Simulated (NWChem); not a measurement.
# AlCl3F− (SMILES [F][Al-]([Cl])([Cl])[Cl]) at 5 levels

Aim: a comparison of 5 runs (HF/def2-SVP, BP86/def2-SVP, PBE0/def2-SVP, TPSSh/6-31G*, CCSD/def2-SVP) of AlCl3F−. 

The results are computed with NWChem 7.3.0.

## Step 1: Starting point

The species is AlCl3F− (5 atoms), meant as a singlet with charge -1. SMILES: `[F][Al-]([Cl])([Cl])[Cl]`. Geometry: a GFN2-xTB relaxation, a rough one for these elements and not checked as a minimum.

Bond lengths: F1–Al2 1.692 Å, Al2–Cl3 2.110 Å, Al2–Cl4 2.110 Å, Al2–Cl5 2.110 Å. Angles: F1–Al2–Cl3 109.1°, F1–Al2–Cl4 109.2°, F1–Al2–Cl5 109.1°, Cl3–Al2–Cl4 109.9°, Cl3–Al2–Cl5 109.7°, Cl4–Al2–Cl5 109.9°.

## Step 2: Energy and forces at HF/def2-SVP (run 1)

Input file run.py:

```python
from ase import Atoms
from ase.calculators.nwchem import NWChem

system = Atoms('FAlClClCl', positions=[
    [-0.663180, -0.084090, 1.637130],
    [-0.029700, -0.004260, 0.070280],
    [1.699900, -1.208570, -0.037160],
    [-1.476100, -0.701090, -1.299310],
    [0.469090, 1.998020, -0.370950],
])

calc = NWChem(
    label='m1',
    theory='scf',
    memory='2200 mb',
    basis='def2-SVP',
    basispar='spherical bse',
    charge=-1,
    scf={'nopen': '0', 'rhf': None, 'thresh': '1e-08', 'maxiter': '80'},
)
system.calc = calc

forces = system.get_forces()
print("Total energy (eV):", round(system.get_potential_energy(), 6))
print("forces (eV/A):")
for s, f in zip(system.symbols, forces):
    print(f"{s:2s} {f[0]:10.5f} {f[1]:10.5f} {f[2]:10.5f}")
print("dipole (e A):", system.get_dipole_moment().round(4))
```

Run with:

```console
export ASE_NWCHEM_COMMAND="nwchem PREFIX.nwi > PREFIX.nwo"
python run.py
```

The log of the run:

```text
Total energy (eV): -46794.14151
forces (eV/A):
F     0.08510    0.00812   -0.22636
Al   -0.44999   -0.05584    1.13252
Cl    0.88266   -0.63280   -0.02756
Cl   -0.76074   -0.36340   -0.67641
Cl    0.24292    1.04392   -0.20214
dipole (e A): [-0.0077 -0.0019  0.0129]
```

The calculator wrote m1.nwi:

```
title "m1"

permanent_dir m1

scratch_dir m1

start m1

geometry units angstrom nocenter noautosym noautoz
  F  -6.6317999999999999e-01 -8.4089999999999998e-02 1.6371300000000000e+00
  Al -2.9700000000000001e-02 -4.2599999999999999e-03 7.0279999999999995e-02
  Cl 1.6999000000000000e+00 -1.2085699999999999e+00 -3.7159999999999999e-02
  Cl -1.4761000000000000e+00 -7.0108999999999999e-01 -1.2993100000000000e+00
  Cl 4.6909000000000001e-01 1.9980199999999999e+00 -3.7095000000000000e-01
end

charge -1

memory 2200 mb

basis spherical bse noprint
   * library def2-SVP
end

scf
  nopen 0
  rhf
  thresh 1e-08
  maxiter 80
end

task scf gradient
```

m1.nwo:

```text
Northwest Computational Chemistry Package (NWChem) 7.3.0
             --------------------------------------------------------

           Job information
           ---------------

    nwchem branch   = 7.3.0
    use scalapack   = T
    input           = m1.nwi
    prefix          = m1.
    data base       = m1/m1.db
    status          = startup
    nproc           =        1

           Memory information
           ------------------

    heap     =     72089598 doubles =      550.0 Mbytes
    stack    =     72089595 doubles =      550.0 Mbytes
    global   =    144179200 doubles =     1100.0 Mbytes (distinct from heap & stack)
    total    =    288358393 doubles =     2200.0 Mbytes
    verify   = yes
    hardfail = no

[... 129 lines left out ...]
 Convergence threshold     :          1.000E-08
[... 12 lines left out ...]
       Final RHF  results
[... 3 lines left out ...]
      One-electron energy =  -3223.555845137273
[... 1 line left out ...]
 Nuclear repulsion energy =    413.874908334061
[... 55 lines left out ...]
                       ROHF Final Molecular Orbital Analysis
[... 257 lines left out ...]
    atom               coordinates                        gradient
                 x          y          z           x          y          z
   1 F      -1.253228  -0.158907   3.093727   -0.001655  -0.000158   0.004402
   2 Al     -0.056125  -0.008050   0.132810    0.008751   0.001086  -0.022024
   3 Cl      3.212345  -2.283866  -0.070222   -0.017165   0.012306   0.000536
   4 Cl     -2.789425  -1.324868  -2.455340    0.014794   0.007067   0.013154
   5 Cl      0.886452   3.775710  -0.700994   -0.004724  -0.020301   0.003931

                 ----------------------------------------
                 |  Time  |  1-e(secs)   |  2-e(secs)   |
                 ----------------------------------------
                 |  CPU   |       0.00   |       1.91   |
                 ----------------------------------------
                 |  WALL  |       0.00   |       1.91   |
                 ----------------------------------------

 Task  times  cpu:        8.6s     wall:        8.6s
 Total times  cpu:        8.7s     wall:        8.7s
```

It took 9.9 s on 1 thread of Intel Xeon Platinum 8488C (Sapphire Rapids), shared host; peak memory 0.1 GiB.

## Step 3: Energy and gradient at BP86/def2-SVP (run 2)

Input file alcl3f.nw:

```
start alcl3f
memory total 2200 mb
charge -1

geometry units bohr noautosym nocenter noautoz
  F  -1.25322857 -0.15890707  3.09372733
  Al -0.05612487 -0.00805023  0.13280995
  Cl  3.21234544 -2.28386630 -0.07022222
  Cl -2.78942473 -1.32486809 -2.45534005
  Cl  0.88645163  3.77571059 -0.70099391
end

basis spherical bse
  F library def2-SVP
  Al library def2-SVP
  Cl library def2-SVP
end

dft
  xc becke88 perdew86
  grid xfine
  convergence energy 1e-08
  iterations 100
  mulliken
  noprint "final vectors analysis"
end

task dft gradient
```

Run with:

```console
nwchem alcl3f.nw > alcl3f.out
```

The log of the run:

```text
[...]
          Wavefunction type:  closed shell.
          No. of atoms     :     5
          No. of electrons :    74
[...]
          Charge           :    -1
          Spin multiplicity:     1
[...]
          AO basis - number of functions:    86
[...]
              XC Information
              --------------
                    Becke 1988 Exchange Functional  1.000
                Perdew 1981 Correlation Functional  1.000 local
                Perdew 1986 Correlation Functional  1.000 non-local
[...]
 d= 0,ls=0.0,diis     1  -1722.7039176234 -2.14D+03  2.13D-02  7.44D-01     1.7
[...]
 d= 0,ls=0.0,diis    10  -1722.8078763956 -1.39D-09  2.17D-07  3.38D-10    15.9
         Total DFT energy =    -1722.807876395648
      One electron energy =    -3224.127660132757
           Coulomb energy =     1201.924894194610
    Exchange-Corr. energy =     -114.479989106574
 Nuclear repulsion energy =      413.874878649074
[...]
      Total Density - Mulliken Population Analysis
     ---------------------------------------------
    Atom       Charge   Shell Charges
 -----------   ------   -------------------------------------------------------
    1 F    9     9.41   1.99  1.12  0.81  3.34  2.15  0.00
    2 Al  13    12.41   2.00  1.98  0.74 -0.06  5.92  0.86  0.55  0.42
    3 Cl  17    17.40   2.00  1.98  1.25  0.69  5.93  2.16  3.37  0.01
    4 Cl  17    17.39   2.00  1.98  1.25  0.69  5.93  2.16  3.37  0.01
    5 Cl  17    17.39   2.00  1.98  1.25  0.69  5.93  2.16  3.37  0.01
[...]
  wavefunction    = closed shell
                         DFT ENERGY GRADIENTS
    atom               coordinates                        gradient
                 x          y          z           x          y          z
   1 F      -1.253229  -0.158907   3.093727    0.003256   0.000455  -0.007782
   2 Al     -0.056125  -0.008050   0.132810    0.004989   0.000623  -0.012651
   3 Cl      3.212345  -2.283866  -0.070222   -0.018500   0.013034   0.001124
   4 Cl     -2.789425  -1.324868  -2.455340    0.015526   0.007491   0.014577
   5 Cl      0.886452   3.775711  -0.700994   -0.005272  -0.021602   0.004732
[...]
```

Run time: 21 s. Hardware: 1 thread of Intel Xeon Platinum 8488C (Sapphire Rapids), shared host; peak memory 0.13 GiB.

Run 3 isn't shown in full; the table further down has it.

## Step 4: Energy and gradient at TPSSh/6-31G(d) (spherical functions) (run 4)

Input file alcl3f.xyz:

```xyz
5

F     -0.663180    -0.084090     1.637130
Al    -0.029700    -0.004260     0.070280
Cl     1.699900    -1.208570    -0.037160
Cl    -1.476100    -0.701090    -1.299310
Cl     0.469090     1.998020    -0.370950
```

Input file alcl3f.nw:

```
start alcl3f
memory total 2200 mb
charge -1

geometry units angstroms noautosym nocenter noautoz
  load alcl3f.xyz
end

basis spherical bse
  * library 6-31G*
end

dft
  xc xctpssh
  grid xfine
  convergence energy 1e-08
  iterations 100
  mulliken
  print medium
end

task dft gradient
```

Run with:

```console
nwchem alcl3f.nw > alcl3f.out
```

The log of the run:

```text
[...]
          Wavefunction type:  closed shell.
          No. of atoms     :     5
          No. of electrons :    74
[...]
          Charge           :    -1
          Spin multiplicity:     1
[...]
          AO basis - number of functions:    86
[...]
              XC Information
              --------------
                  TPSS hybrid Method XC Functional
                     Hartree-Fock (Exact) Exchange  0.100
                  TPSS metaGGA Exchange Functional  0.900
             TPSS03 metaGGA Correlation Functional  1.000
[...]
 d= 0,ls=0.0,diis     1  -1723.1402196079 -2.14D+03  1.96D-02  5.91D-01     3.6
[...]
 d= 0,ls=0.0,diis     8  -1723.2374241251 -1.20D-09  1.41D-06  1.77D-08    23.8
         Total DFT energy =    -1723.237424125112
      One electron energy =    -3224.282013207059
           Coulomb energy =     1201.621852070571
    Exchange-Corr. energy =     -114.452171322685
 Nuclear repulsion energy =      413.874908334061
[...]
      Total Density - Mulliken Population Analysis
     ---------------------------------------------
    Atom       Charge   Shell Charges
 -----------   ------   -------------------------------------------------------
    1 F    9     9.46   2.00  0.92  3.30  1.04  2.19  0.01
    2 Al  13    12.33   2.00  2.00  5.97  0.66  1.15 -0.04  0.20  0.40
    3 Cl  17    17.40   2.00  2.00  5.97  1.37  3.66  0.57  1.83  0.01
    4 Cl  17    17.40   2.00  2.00  5.97  1.37  3.66  0.57  1.83  0.01
    5 Cl  17    17.40   2.00  2.00  5.97  1.37  3.66  0.57  1.83  0.01
[...]
  wavefunction    = closed shell
                         DFT ENERGY GRADIENTS
    atom               coordinates                        gradient
                 x          y          z           x          y          z
   1 F      -1.253228  -0.158907   3.093727   -0.000412  -0.000008   0.001287
   2 Al     -0.056125  -0.008050   0.132810    0.008483   0.001061  -0.021291
   3 Cl      3.212345  -2.283866  -0.070222   -0.017049   0.011871   0.001486
   4 Cl     -2.789425  -1.324868  -2.455340    0.013963   0.006805   0.013741
   5 Cl      0.886452   3.775710  -0.700994   -0.004985  -0.019730   0.004777
[...]
```

Run time: 34 s. Hardware: 1 thread of Intel Xeon Platinum 8488C (Sapphire Rapids), shared host; peak memory 0.13 GiB.

## Step 5: A single-point energy at CCSD/def2-SVP (run 5)

Input file run.py:

```python
from ase import Atoms
from ase.calculators.nwchem import NWChem

molecule = Atoms(['F', 'Al', 'Cl', 'Cl', 'Cl'], positions=[
    [-0.663180, -0.084090, 1.637130],
    [-0.029700, -0.004260, 0.070280],
    [1.699900, -1.208570, -0.037160],
    [-1.476100, -0.701090, -1.299310],
    [0.469090, 1.998020, -0.370950],
])

calc = NWChem(
    label='alcl3f',
    theory='ccsd',
    memory='2200 mb',
    basis='def2-SVP',
    basispar='spherical bse',
    charge=-1,
    scf={'nopen': '0', 'rhf': None, 'thresh': '1e-08', 'maxiter': '80', 'print': 'low'},
    ccsd={'freeze': 'core 21', 'maxiter': '60'},
    task='energy',
)
molecule.calc = calc

e = molecule.get_potential_energy()
print(f"E = {e:.6f} eV")
```

Run with:

```console
export ASE_NWCHEM_COMMAND="nwchem PREFIX.nwi > PREFIX.nwo"
python run.py
```

The log of the run:

```text
E = -46812.635572 eV
```

The calculator wrote alcl3f.nwi:

```
title "alcl3f"

permanent_dir alcl3f

scratch_dir alcl3f

start alcl3f

geometry units angstrom nocenter noautosym noautoz
  F  -6.6317999999999999e-01 -8.4089999999999998e-02 1.6371300000000000e+00
  Al -2.9700000000000001e-02 -4.2599999999999999e-03 7.0279999999999995e-02
  Cl 1.6999000000000000e+00 -1.2085699999999999e+00 -3.7159999999999999e-02
  Cl -1.4761000000000000e+00 -7.0108999999999999e-01 -1.2993100000000000e+00
  Cl 4.6909000000000001e-01 1.9980199999999999e+00 -3.7095000000000000e-01
end

charge -1

memory 2200 mb

basis spherical bse noprint
   * library def2-SVP
end

scf
  nopen 0
  rhf
  thresh 1e-08
  maxiter 80
  print low
end
ccsd
  freeze core 21
  maxiter 60
end

task ccsd energy
```

alcl3f.nwo:

```text
Northwest Computational Chemistry Package (NWChem) 7.3.0
             --------------------------------------------------------

           Job information
           ---------------

    nwchem branch   = 7.3.0
    use scalapack   = T
    input           = alcl3f.nwi
    prefix          = alcl3f.
    data base       = alcl3f/alcl3f.db
    status          = startup
    nproc           =        1

           Memory information
           ------------------

    heap     =     72089598 doubles =      550.0 Mbytes
    stack    =     72089595 doubles =      550.0 Mbytes
    global   =    144179200 doubles =     1100.0 Mbytes (distinct from heap & stack)
    total    =    288358393 doubles =     2200.0 Mbytes
    verify   = yes
    hardfail = no

[... 37 lines left out ...]
            Nuclear Dipole moment (a.u.)
[... 67 lines left out ...]
         Total SCF energy =  -1719.652996303710
[... 1 line left out ...]
      Two-electron energy =   1090.027940499503
[... 21 lines left out ...]
 Reference energy:          -1719.652996303709642
[... 1 line left out ...]
 Total MP2 energy:          -1720.294929585926184
[... 21 lines left out ...]
  Failed reading restart vector from alcl3f/alcl3f.t2
[... 3 lines left out ...]
             energy      energy      error      ampl     ampl      Block
[... 11 lines left out ...]
 Reference energy:           -1719.652996303709642
[... 1 line left out ...]
 Total CCSD energy:          -1720.332640551367149
[... 1 line left out ...]
 --------------------------------
 Spin Component Scaled (SCS) CCSD
 --------------------------------
 Same spin contribution:                 -0.165064097305451
 Same spin scaling factor:                1.130000000000000
 Opposite spin contribution:             -0.514580150352038
 Opposite spin scaling fact.:             1.270000000000000
 SCS-CCSD correlation energy:            -0.840039220902248
 Total SCS-CCSD energy:               -1720.493035524611969

 routine      calls  cpu(0)   cpu-min  cpu-ave  cpu-max   i/o
 aoccsd          1     0.02     0.02     0.02     0.02    0.00
 iterdrv         1     0.02     0.02     0.02     0.02    0.00
 pampt          11     0.17     0.17     0.17     0.17    0.00
[... 9 lines of this table left out ...]
 Total                60.23    60.23    60.23    60.23    0.00

 Task  times  cpu:       69.9s     wall:       69.9s
 Total times  cpu:       70.0s     wall:       70.0s
```

Run time: 71 s. Hardware: 1 thread of Intel Xeon Platinum 8488C (Sapphire Rapids), shared host; peak memory 0.23 GiB.

## Step 6: All runs side by side

```
run                               level  iteration cap  module   energy (Eh)  HOMO energy (eV)  LUMO energy (eV)  HOMO–LUMO gap (eV)  wall time
  1                         HF/def2-SVP             80     scf  -1719.652996             -7.16              8.84               16.00      9.9 s
  2                       BP86/def2-SVP            100     dft  -1722.807876                 –                 –                   –       21 s
  3                       PBE0/def2-SVP            100     dft  -1722.011992             -3.75              6.06                9.81       18 s
  4  TPSSh/6-31G* (spherical functions)            100     dft  -1723.237424             -3.31              5.31                8.62       34 s
  5                       CCSD/def2-SVP             80    ccsd  -1720.332641                 –                 –                   –       71 s
```

## Step 7: Summary of results

```
                                           quantity           value
                                run 5: total energy  -1720.33264 Eh
run 5: correlation energy (21 core orbitals frozen)      -679.6 mEh
```

**Reading.** Over runs 1, 3, 4 the HOMO–LUMO gap runs from 8.62 eV (TPSSh/6-31G*) to 16.00 eV (HF/def2-SVP). The two ends differ in method and basis. The empty levels of an anion lie above zero and hang on the basis. Totals of different functionals can't be ranked against each other. All runs together took 2.6 min, the longest 71 s.
